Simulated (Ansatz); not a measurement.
# La2Ge2W: the cost of one run

Computed with Ansatz 0.2.0 (DFT PBE, scalar-relativistic, plane waves, PAW, unless a step's input says otherwise).

### Step 1. The system as given

Symmetry: P4/mmm, No. 123, tetragonal system. The conventional cell has a = 4.018 Å, b = 4.018 Å, c = 7.274 Å, α = 90.00°, β = 90.00°, γ = 90.00°. Around La (site symmetry 4/mmm) lie 2 Ge at 2.68 Å and 4 La at 2.84 Å. La (site symmetry 4/mmm) is surrounded by 4 La at 2.84 Å. Ge (site symmetry 4mm) has 1 Ge at 1.91 Å in its first shell of neighbours. W (site symmetry 4/mmm) has 8 Ge at 3.00 Å in its first shell of neighbours.

Structure file:

```cif
data_structure
_symmetry_space_group_name_H-M 'P 1'
_symmetry_Int_Tables_number 1
_cell_length_a 4.0182
_cell_length_b 4.0182
_cell_length_c 7.2739
_cell_angle_alpha 90.000
_cell_angle_beta 90.000
_cell_angle_gamma 90.000
_cell_volume 117.44
loop_
_atom_site_label
_atom_site_type_symbol
_atom_site_fract_x
_atom_site_fract_y
_atom_site_fract_z
_atom_site_occupancy
La1 La 0.50000 0.50000 0.50000 1
La2 La 0.00000 0.00000 0.50000 1
Ge1 Ge 0.50000 0.50000 0.13118 1
Ge2 Ge 0.50000 0.50000 0.86882 1
W1 W 0.00000 0.00000 0.00000 1
```

Recipe of the guess: random cell by space group and Wyckoff sites (P4/mmm, No. 123). Its size is a rough estimate.

### Step 2. The guess as it stands, on a coarse mesh

File input.yaml:

```yaml
crystal:
  lattice:
    - [4.01818462, 0.0, 0.0]
    - [0.0, 4.01818462, 0.0]
    - [0.0, 0.0, 7.27387089]
  atoms:
    - { symbol: La, position: [0.5, 0.5, 0.5] }
    - { symbol: La, position: [0.0, 0.0, 0.5] }
    - { symbol: Ge, position: [0.5, 0.5, 0.13118222] }
    - { symbol: Ge, position: [0.5, 0.5, 0.86881778] }
    - { symbol: W, position: [0.0, 0.0, 0.0] }
basis:
  ecutwfc: 420
kpoints:
  mp_grid: { grid: [4, 4, 4] }
hamiltonian:
  xc: pbe
scf:
  occupations: { method: gaussian, width: 0.1 }
  lower_state_search: "off"
output:
  forces: true
  stress: true
  eigenvalues: true
```

Command:

```
> ansatz run input.yaml --threads 1 --pin off --max-ram 2560MiB --backend cpu --events-out ev --progress --plain --runs-dir out
```

Q: Estimate wall time and peak memory on 1 thread of Intel Xeon 6975P-C (Granite Rapids), shared host.

About 3.8 s, with a peak of 0.48 GiB.
